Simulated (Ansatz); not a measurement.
# ScSi4O: the cost of one run

Computed with Ansatz 0.2.0 (DFT PBE, scalar-relativistic, plane waves, PAW, unless a step's input says otherwise).

## 1. The system as given

The structure is hexagonal, space group P6/mmm (No. 191). The conventional cell has a = 4.027 Å, b = 4.027 Å, c = 6.051 Å, α = 90.00°, β = 90.00°, γ = 120.00°. Sc (site symmetry 6/mmm) has 6 Si at 2.33 Å in its first shell of neighbours. Around Si (site symmetry -6m2) lie 3 O at 2.33 Å and 3 Si at 2.33 Å. Si (site symmetry -6m2) is surrounded by 3 Sc at 2.33 Å and 3 Si at 2.33 Å. Around O (site symmetry 6/mmm) lie 6 Si at 2.33 Å.

Structure file:

```
CELL_PARAMETERS angstrom
4.02719 0.00000 0.00000
-2.01359 3.48765 0.00000
0.00000 0.00000 6.05106
ATOMIC_POSITIONS crystal
Sc 0.00000 0.00000 0.50000
Si 0.33333 0.66667 0.00000
Si 0.66667 0.33333 0.00000
Si 0.33333 0.66667 0.50000
Si 0.66667 0.33333 0.50000
O 0.00000 0.00000 0.00000
```

The cell is invented: random cell by space group and Wyckoff sites (P6/mmm, No. 191). The dimensions are guesses.

## 2. Probe: one point on a coarse mesh

input.yaml

```yaml
crystal:
  lattice:
    - [4.02718699, 0.0, 0.0]
    - [-2.01359349, 3.48764624, 0.0]
    - [0.0, 0.0, 6.05105536]
  atoms:
    - { symbol: Sc, position: [0.0, 0.0, 0.5] }
    - { symbol: Si, position: [0.33333333, 0.66666667, 0.0] }
    - { symbol: Si, position: [0.66666667, 0.33333333, 0.0] }
    - { symbol: Si, position: [0.33333333, 0.66666667, 0.5] }
    - { symbol: Si, position: [0.66666667, 0.33333333, 0.5] }
    - { symbol: O, position: [0.0, 0.0, 0.0] }
basis:
  ecutwfc: 420
kpoints:
  mp_grid: { grid: [6, 6, 4] }
hamiltonian:
  xc: pbe
scf:
  occupations: { method: gaussian, width: 0.1 }
  lower_state_search: "off"
output:
  forces: true
  stress: true
  eigenvalues: true
```

The run is started by

```sh
> ansatz run input.yaml --threads 1 --pin off --max-ram 2560MiB --backend cpu --events-out ev --progress --plain --runs-dir out
```

Q: Estimate wall time and peak memory on 1 thread of Intel Xeon at 2.50GHz (Skylake/Cascade Lake), shared host.

About 6.2 s, with a peak of 0.38 GiB.
